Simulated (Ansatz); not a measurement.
# CH9GaSeSi2Te: a ladder of functionals and wavefunction methods

The task here is to estimate one member of a computed series from the others.

Program: Ansatz 0.2.0, Gaussian basis. Level of theory: functionals in def2-TZVPP, the program's frozen cores in correlated methods. These are calculated values, not measurements.

Plan: LDA (SPW92), PBE-D4, revPBE-D4, BLYP-D4, r2SCAN-D4, B97M-V, PBE0-D4, B3LYP-D4, r2SCANh-D4, r2SCAN0-D4, HSE06-D4, BHLYP-D4, CAM-B3LYP-D4, LC-ωPBE, ωB97X-V, ωB97M-V, B2PLYP, PBE-QIDH; CCSD(T)/def2-SVP; CCSD(T)/def2-TZVPP; MP2/def2-QZVPP; extrapolation to the limit; RPA on PBE.

2 further runs of the same task are left out: 2 for a known fault of the program.

## The relaxed structure

The geometry comes from an earlier relaxation with PBE0-D4 in a triple-zeta def2 set; it is a stationary point, not always the lowest conformer. Te takes the def2 core potential; no spin-orbit term is included.

SMILES `C[SiH2][Se][SiH]([GaH2])[TeH]`, 15 atoms, charge 0, spin multiplicity 1.

Atoms are counted from 1 here; the program's logs count them from 0.

Bond lengths: C1–Si2 1.862 Å, C1–H7 1.092 Å, C1–H8 1.094 Å, C1–H9 1.092 Å, Si2–Se3 2.293 Å, Si2–H10 1.485 Å, Si2–H11 1.486 Å, Se3–Si4 2.263 Å, Si4–Ga5 2.371 Å, Si4–Te6 2.624 Å, Si4–H12 1.487 Å, Ga5–H13 1.561 Å, Ga5–H14 1.562 Å, Te6–H15 1.657 Å. Angles: Si2–C1–H7 110.8°, Si2–C1–H8 109.8°, Si2–C1–H9 110.7°, H7–C1–H8 107.9°, H7–C1–H9 108.9°, H8–C1–H9 108.5°, C1–Si2–Se3 112.5°, C1–Si2–H10 111.2°, C1–Si2–H11 110.9°, Se3–Si2–H10 108.7°, Se3–Si2–H11 103.6°, H10–Si2–H11 109.6°, Si2–Se3–Si4 96.1°, Se3–Si4–Ga5 131.8°, Se3–Si4–Te6 113.4°, Se3–Si4–H12 107.0°, Ga5–Si4–Te6 71.6°, Ga5–Si4–H12 119.7° and more.

The first run:

in.yaml

```yaml
crystal:
  periodic: [false, false, false]
  atoms:
    - {symbol: C, position_ang: [-0.526777, -2.020106, -0.146669]}
    - {symbol: Si, position_ang: [1.233782, -1.491749, -0.446806]}
    - {symbol: Se, position_ang: [2.060556, -0.185140, 1.247008]}
    - {symbol: Si, position_ang: [0.947206, 1.697180, 0.666379]}
    - {symbol: Ga, position_ang: [-0.762635, 2.094162, -0.928129]}
    - {symbol: Te, position_ang: [-1.323920, 1.998979, 1.945031]}
    - {symbol: H, position_ang: [-1.200784, -1.162192, -0.181119]}
    - {symbol: H, position_ang: [-0.840034, -2.725601, -0.921560]}
    - {symbol: H, position_ang: [-0.622816, -2.507284, 0.825629]}
    - {symbol: H, position_ang: [1.360204, -0.749302, -1.726629]}
    - {symbol: H, position_ang: [2.144498, -2.665946, -0.459788]}
    - {symbol: H, position_ang: [1.705523, 2.844185, 1.232971]}
    - {symbol: H, position_ang: [-1.555022, 0.885605, -1.517926]}
    - {symbol: H, position_ang: [-0.939823, 3.593277, -1.330425]}
    - {symbol: H, position_ang: [-1.679959, 0.393923, 1.742034]}
basis:
  gaussian: {orbitals: def2-TZVPP}
hamiltonian: {xc: lda}
output: {orbitals: {seedname: orbitals}}
```

Started as:

```
$ ansatz run in.yaml --threads 4 --pin off --events-out ev --progress --plain --max-ram 66560MiB --backend cuda --devices 0, --max-vram 37GiB
```

Among the steps run: LDA; PBE-D4 (GGA); revPBE-D4 (GGA); BLYP-D4 (GGA); r2SCAN-D4 (meta-GGA); B97M-V (meta-GGA); PBE0-D4 (hybrid); B3LYP-D4 (hybrid); r2SCANh-D4 (hybrid); r2SCAN0-D4 (hybrid); HSE06-D4 (hybrid); BHLYP-D4 (hybrid); CAM-B3LYP-D4 (range-separated); LC-ωPBE (range-separated); ωB97X-V (range-separated); ωB97M-V (range-separated); B2PLYP (double hybrid); PBE-QIDH (double hybrid).

One of the session's tables, all rows but one given; the rest of the session is left out.

It belongs to the step «Frontier levels by functional». 

```
  functional  HOMO (eV)  LUMO (eV)  gap (eV)
 LDA (SPW92)      -5.88      -2.27      3.61
      PBE-D4      -5.73      -2.08      3.65
   revPBE-D4      -5.67      -1.99      3.68
     BLYP-D4      -5.56      -1.93      3.62
   r2SCAN-D4      -5.96      -1.93      4.03
      B97M-V      -5.99      -1.96      4.03
     PBE0-D4      -6.66      -1.33      5.33
    B3LYP-D4          ?          ?         ?
  r2SCANh-D4      -6.30      -1.66      4.64
  r2SCAN0-D4      -6.81      -1.26      5.55
    HSE06-D4      -6.29      -1.70      4.59
    BHLYP-D4      -7.44      -0.49      6.95
CAM-B3LYP-D4      -7.76      -0.34      7.42
     LC-ωPBE      -8.95       0.67      9.62
     ωB97X-V      -8.68       0.56      9.24
     ωB97M-V      -8.53       0.38      8.91
```

Estimate the missing values for B3LYP-D4.

Worked estimate for «HOMO (eV)». Against the share of exact exchange, BLYP-D4 (0, -5.56), BHLYP-D4 (0.5, -7.44) give a slope of -3.76 per unit share; at 0.2 the line stands at -6.31.

As computed: HOMO (eV): -6.46; LUMO (eV): -1.50; gap (eV): 4.96. In «HOMO (eV)» the line misses by +0.15.
